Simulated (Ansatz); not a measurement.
# CH7BSi2 (SMILES CB1[SiH2][SiH2]1): HF/STO-3G

Aim: the energy change on altering one bond length of CH7BSi2 at HF/STO-3G, from 2 runs. 

The results are computed with Ansatz 0.2.0.

75 further runs of the same task are left out: 75 set aside as unsound or not needed.

## (1) The system as given

CH7BSi2 has 11 atoms, charge 0, and is taken as a singlet. As SMILES, `CB1[SiH2][SiH2]1`. Geometry: relaxed at PBE0-D4/def2-TZVP.

Bond lengths: C1–B2 1.566 Å, B2–Si3 1.907 Å, B2–Si4 1.907 Å, C1–H5 1.092 Å, C1–H6 1.099 Å, C1–H7 1.092 Å, Si3–H8 1.482 Å, Si3–H9 1.489 Å, Si4–H10 1.489 Å, Si4–H11 1.482 Å. Some angles: C1–B2–Si3 130.2°, C1–B2–Si4 130.2°, Si3–B2–Si4 83.2°, B2–C1–H5 114.1°, B2–C1–H6 106.3°, B2–C1–H7 114.1°, B2–Si3–H8 124.3°, B2–Si3–H9 125.0°, B2–Si4–H10 124.9°, B2–Si4–H11 124.3°. A long bond or contact: Si3–Si4 2.531 Å.

## (2) The energy at HF/STO-3G

Contents of job.yaml:

```yaml
crystal:
  periodic: [false, false, false]
  atoms:
    - {symbol: C, position_ang: [-0.263900, 1.793500, 0.099500]}
    - {symbol: B, position_ang: [-0.450600, 0.243000, -0.016600]}
    - {symbol: Si, position_ang: [0.018800, -1.148600, 1.199400]}
    - {symbol: Si, position_ang: [0.210300, -0.982900, -1.318800]}
    - {symbol: H, position_ang: [0.165600, 2.121800, 1.048800]}
    - {symbol: H, position_ang: [-1.271300, 2.229100, 0.051100]}
    - {symbol: H, position_ang: [0.301000, 2.238000, -0.723000]}
    - {symbol: H, position_ang: [-0.479200, -2.541300, 1.107000]}
    - {symbol: H, position_ang: [0.876900, -0.975400, 2.403900]}
    - {symbol: H, position_ang: [1.239000, -0.662800, -2.346600]}
    - {symbol: H, position_ang: [-0.281200, -2.371200, -1.484200]}
basis:
  gaussian:
    orbitals: STO-3G
hamiltonian:
  xc: hf
accuracy: high
output: {orbitals: {seedname: orbitals}}
```

Command:

```console
$ ansatz run job.yaml --threads 1 --pin off --max-ram 3480MiB --events-out events.jsonl --progress --plain --runs-dir runs
```

Output:

```text
Warning: RAYON_NUM_THREADS=1 ignored (pool sized by the plan → 1); use --threads N
Functional definition: HF
  name "HF"
  exchange = exact_x
  correlation = 0
726 factors; integrals over basis functions are off by at most 4.0e-9 eV
mean field evaluation 1: about -17330.7072 eV, gradient 1.4e1 eV
mean field evaluation 2: about -17330.7849 eV, gradient 1.3e1 eV
mean field evaluation 4: about -17331.7942 eV, gradient 1.4e0 eV
mean field evaluation 8: about -17331.8064 eV, gradient 1.4e-2 eV
mean field -17331.80639191 eV, -636.9321369822 hartree, gradient 6.8e-8 eV, S^2 0.000000; 0 other end points of the search recorded, 0 dependent functions left out
reference -17331.80639191 eV, -636.9321369822 hartree; 23, 23 occupied and 12, 12 virtual orbitals, 726 factors
Total energy: -17331.80639191 eV, -636.9321369822 hartree
```

It took 0.42 s on 1 thread of Arm Neoverse V1, shared host.

## (3) The distorted shape

Contents of job.yaml:

```yaml
crystal:
  periodic: [false, false, false]
  atoms:
    - {symbol: C, position_ang: [-0.950368, 1.654942, -0.864084]}
    - {symbol: B, position_ang: [-1.137068, 0.104442, -0.980184]}
    - {symbol: Si, position_ang: [-0.667668, -1.287158, 0.235816]}
    - {symbol: Si, position_ang: [-0.476168, -1.121458, -2.282384]}
    - {symbol: H, position_ang: [-0.520868, 1.983242, 0.085216]}
    - {symbol: H, position_ang: [-1.957768, 2.090542, -0.912484]}
    - {symbol: H, position_ang: [-0.385468, 2.099442, -1.686584]}
    - {symbol: H, position_ang: [-1.165668, -2.679858, 0.143416]}
    - {symbol: H, position_ang: [0.876900, -0.975400, 2.403900]}
    - {symbol: H, position_ang: [0.552532, -0.801358, -3.310184]}
    - {symbol: H, position_ang: [-0.967668, -2.509758, -2.447784]}
basis:
  gaussian: {orbitals: STO-3G}
hamiltonian: {xc: hf}
accuracy: high
output: {orbitals: {seedname: orbitals}}
```

Command:

```console
$ ansatz run job.yaml --threads 1 --pin off --max-ram 3480MiB --events-out events.jsonl --progress --plain --runs-dir runs
```

Output:

```text
Warning: RAYON_NUM_THREADS=1 ignored (pool sized by the plan → 1); use --threads N
[... 4 set-up lines as earlier in the session ...]
720 factors; integrals over basis functions are off by at most 1.9e-8 eV
mean field evaluation 1: about -17321.1424 eV, gradient 2.0e1 eV
mean field evaluation 2: about -17321.2244 eV, gradient 2.0e1 eV
mean field evaluation 4: about -17325.2300 eV, gradient 3.1e0 eV
mean field evaluation 8: about -17325.3528 eV, gradient 5.6e-2 eV
mean field evaluation 16: about -17315.4935 eV, gradient 9.4e0 eV
mean field -17325.34627649 eV, -636.6947321195 hartree, gradient 8.5e-8 eV, S^2 0.000000; 0 other end points of the search recorded, 0 dependent functions left out
reference -17325.34627649 eV, -636.6947321195 hartree; 23, 23 occupied and 12, 12 virtual orbitals, 720 factors
Total energy: -17325.34627649 eV, -636.6947321195 hartree
```

Wall time 0.46 s (1 thread of Arm Neoverse V1, shared host).

## (4) Summary of results

Level: HF/STO-3G.

| quantity | value |
| --- | --- |
| first shape: total energy | -636.93214 Eh |
| first shape: HOMO energy | -4.68 eV |
| first shape: LUMO energy | 7.34 eV |
| first shape: HOMO–LUMO gap | 12.02 eV |
| distorted shape: total energy | -636.69473 Eh |
| distorted shape: HOMO energy | -4.59 eV |
| distorted shape: LUMO energy | 3.58 eV |
| distorted shape: HOMO–LUMO gap | 8.17 eV |
| energy change with the Si3–H9 bond stretched from 1.489 to 2.680 Å | 6.460 eV |

One bond (distorted shape) is far stretched, which a spin-restricted single reference describes badly; a broken-symmetry solution may lie lower. With the Si3–H9 bond stretched from 1.489 to 2.680 Å the energy rises by 6.46 eV (623 kJ/mol). The first shape isn't relaxed at this level, so the change isn't measured from a minimum. A restricted reference can't describe the breaking bond well at this length. The minimal basis adds a large error of its own.
